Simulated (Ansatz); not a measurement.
# CH4N2OSi: the cost of one run

All numbers below are computed with Ansatz 0.2.0 (RKS PBE-D4/def2-SVP).

### 1 The structure to begin with

Bond lengths: N1–Si2 1.670 Å, Si2–N3 1.687 Å, N3–C4 1.222 Å, Si2–O5 1.637 Å, C4–O5 1.402 Å, N1–H6 0.948 Å, N1–H7 1.041 Å, Si2–H8 1.436 Å, C4–H9 1.049 Å. Angles: N1–Si2–N3 101.7°, N1–Si2–O5 114.0°, N1–Si2–H8 119.9°, N3–Si2–O5 75.3°, N3–Si2–H8 114.2°, O5–Si2–H8 120.5°, Si2–N1–H6 111.8°, Si2–N1–H7 107.2°, H6–N1–H7 105.9°, Si2–N3–C4 93.9°, N3–C4–O5 101.2°, N3–C4–H9 143.3°, O5–C4–H9 115.4°, Si2–O5–C4 89.6°.

Coordinates:

```xyz
9

N     0.2117    0.6978    1.4768
Si   -0.4867   -0.4213    0.4533
N     0.7250   -0.6320   -0.7007
C     0.0817   -0.1005   -1.5933
O    -1.1042    0.2238   -0.9188
H     0.8850    0.3080    2.0193
H     0.6977    1.3990    0.8801
H    -1.0143   -1.6464    0.9841
H     0.0926    0.1253   -2.6179
```

### 2 Relaxing end A

The input, input.yaml:

```yaml
crystal:
  periodic: [false, false, false]
  atoms:
    - { symbol: "N", position_ang: [0.2117, 0.6978, 1.4768] }
    - { symbol: Si, position_ang: [-0.4867, -0.4213, 0.4533] }
    - { symbol: "N", position_ang: [0.725, -0.632, -0.7007] }
    - { symbol: C, position_ang: [0.0817, -0.1005, -1.5933] }
    - { symbol: O, position_ang: [-1.1042, 0.2238, -0.9188] }
    - { symbol: H, position_ang: [0.885, 0.308, 2.0193] }
    - { symbol: H, position_ang: [0.6977, 1.399, 0.8801] }
    - { symbol: H, position_ang: [-1.0143, -1.6464, 0.9841] }
    - { symbol: H, position_ang: [0.0926, 0.1253, -2.6179] }
basis:
  gaussian: { orbitals: def2-SVP }
hamiltonian:
  xc: pbe
  dispersion: d4
relax:
  f_tol: 0.015
  max_steps: 40
output:
  orbitals: {}
```

Launch:

```bash
$ ansatz run input.yaml --threads 1 --pin off --max-ram 2048MiB --backend cpu --events-out ev --progress --plain --runs-dir out
```

**Question.** How long does this run take on 1 thread of Arm Neoverse V1, shared host, and how much memory does it need?

About 63 s, with a peak of 0.15 GiB.
